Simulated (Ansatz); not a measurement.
**The cluster Ga3N3: structure and electronic state**

Aim: characterise the cluster Ga3N3 as a singlet: its structure, frontier levels and distribution of charge.

The runs use Ansatz 0.2.0, Gaussian basis; RKS PBE0-D4/def2-TZVP.

The runs, in order: relaxation at B3LYP-D4/def2-SVP; a single point at PBE0-D4/def2-TZVP.

3 further runs of the same task are left out: 3 set aside as unsound or not needed.

## Step 1: Starting geometry

6 atoms, charge 0, spin multiplicity 1.

Atoms are counted from 1 here; the program's logs count them from 0.

Bond lengths: Ga1–N4 1.910 Å, Ga1–N6 1.897 Å, Ga2–N4 1.930 Å, Ga2–N5 1.929 Å, Ga2–N6 2.209 Å, Ga3–N5 1.909 Å, Ga3–N6 1.897 Å. Angles: N4–Ga1–N6 100.8°, N4–Ga2–N5 178.9°, N4–Ga2–N6 90.0°, N5–Ga2–N6 89.9°, N5–Ga3–N6 100.7°, Ga1–N4–Ga2 88.3°, Ga2–N5–Ga3 88.4°, Ga1–N6–Ga2 80.9°, Ga1–N6–Ga3 161.7°, Ga2–N6–Ga3 81.0°.

Geometry (Å):

```
Ga   -1.0440   -1.7954   -0.0948
Ga   -0.5628    0.8328    0.0029
Ga    2.0583    0.2968    0.0819
N    -2.1598   -0.2453   -0.1063
N     1.0359    1.9094    0.0756
N     0.6723   -0.9983    0.0407
```

The start is a GFN1-xTB geometry.

## Step 2: Relaxation at B3LYP-D4/def2-SVP

File in.yaml:

```yaml
crystal:
  periodic: [false, false, false]
  atoms:
    - {symbol: Ga, position_ang: [-1.043990, -1.795430, -0.094770]}
    - {symbol: Ga, position_ang: [-0.562760, 0.832790, 0.002850]}
    - {symbol: Ga, position_ang: [2.058330, 0.296810, 0.081890]}
    - {symbol: N, position_ang: [-2.159770, -0.245300, -0.106260]}
    - {symbol: N, position_ang: [1.035900, 1.909440, 0.075550]}
    - {symbol: N, position_ang: [0.672300, -0.998310, 0.040740]}
basis:
  gaussian: {orbitals: def2-SVP}
hamiltonian: {xc: {name: B3LYP}, dispersion: d4}
scf: {lower_state_search: "off"}
output: {orbitals: {seedname: orbitals}}
relax: {f_tol: 0.02, max_steps: 100}
```

Started as:

```
> ansatz run in.yaml --threads 4 --pin off --events-out ev --progress --plain --max-ram 4787MiB
```

After this run come: Single point, PBE0-D4/def2-TZVP.

Before running them: what should the planned runs give, taken together? Wanted: point group; commonest bond; HOMO, LUMO at PBE0-D4/def2-TZVP; dipole at B3LYP-D4/def2-SVP.

As calculated:

| quantity | value |
| --- | --- |
| point group | D3h |
| commonest bond | Ga–N, 6 of mean length 1.826 Å |
| HOMO, LUMO at PBE0-D4/def2-TZVP | -6.87, -4.05 eV |
| dipole at B3LYP-D4/def2-SVP | 0.00 D |

In words: The relaxation broke 1 and made 1 bonds, so the end is another structure than the start. No usable vibrations, so a minimum isn't proven. Whether this spin is the lowest isn't tested here.
